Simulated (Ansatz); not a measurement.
# CaBe2O3: the cost of one run

Program: Ansatz 0.2.0. Level of theory: DFT PBE, scalar-relativistic, plane waves, PAW. These are calculated values, not measurements.

## 1. The system as given

The structure is orthorhombic, space group Cmmm (No. 65). Conventional cell: a = 4.194 Å, b = 8.874 Å, c = 3.303 Å, α = 90.00°, β = 90.00°, γ = 90.00°. Ca (site symmetry mmm) has 6 O at 2.10 Å as nearest neighbours. Be (site symmetry m2m) has 5 O at 1.77 to 2.15 Å as nearest neighbours. O (site symmetry m2m) is surrounded by 3 Be at 1.77 to 2.10 Å and 2 Ca at 2.10 Å. Around O (site symmetry mmm) lie 2 Ca at 2.10 Å and 4 Be at 2.15 Å.

Structure file:

```cif
data_structure
_symmetry_space_group_name_H-M 'Cmmm'
_symmetry_Int_Tables_number 65
_cell_length_a 4.1944
_cell_length_b 8.8739
_cell_length_c 3.3027
_cell_angle_alpha 90.000
_cell_angle_beta 90.000
_cell_angle_gamma 90.000
_cell_volume 122.93
loop_
_atom_site_label
_atom_site_type_symbol
_atom_site_symmetry_multiplicity
_atom_site_Wyckoff_symbol
_atom_site_fract_x
_atom_site_fract_y
_atom_site_fract_z
_atom_site_occupancy
Ca1 Ca 2 a 0.00000 0.00000 0.00000 1
Be1 Be 4 j 0.00000 0.34503 0.50000 1
O1 O 4 j 0.50000 0.35461 0.50000 1
O2 O 2 b 0.50000 0.00000 0.00000 1
```

The cell is invented: species swapped into a database cell of Li2CeO3 (Cmmm, No. 65), with Be on the Li sites and Ca on the Ce sites. Its size is a rough estimate.

## 2. Probe: one point on a coarse mesh

File input.yaml:

```yaml
crystal:
  lattice:
    - [2.09717734, -4.43695567, 0.0]
    - [2.09717734, 4.43695567, 0.0]
    - [0.0, 0.0, 3.30268269]
  atoms:
    - { symbol: Ca, position: [0.0, 0.0, 0.0] }
    - { symbol: Be, position: [0.65497245, 0.34502755, 0.5] }
    - { symbol: Be, position: [0.34502755, 0.65497245, 0.5] }
    - { symbol: O, position: [0.14538866, 0.85461134, 0.5] }
    - { symbol: O, position: [0.85461134, 0.14538866, 0.5] }
    - { symbol: O, position: [0.5, 0.5, 0.0] }
basis:
  ecutwfc: 420
kpoints:
  mp_grid: { grid: [4, 4, 6] }
hamiltonian:
  xc: pbe
scf:
  occupations: { method: gaussian, width: 0.1 }
  lower_state_search: "off"
output:
  forces: true
  stress: true
  eigenvalues: true
```

The run is started by

```console
$ ansatz run input.yaml --threads 1 --pin off --max-ram 2560MiB --backend cpu --events-out ev --progress --plain --runs-dir out
```

Q: Estimate wall time and peak memory on 1 thread of Arm Neoverse V1, shared host.

About 2.4 s, with a peak of 0.32 GiB.
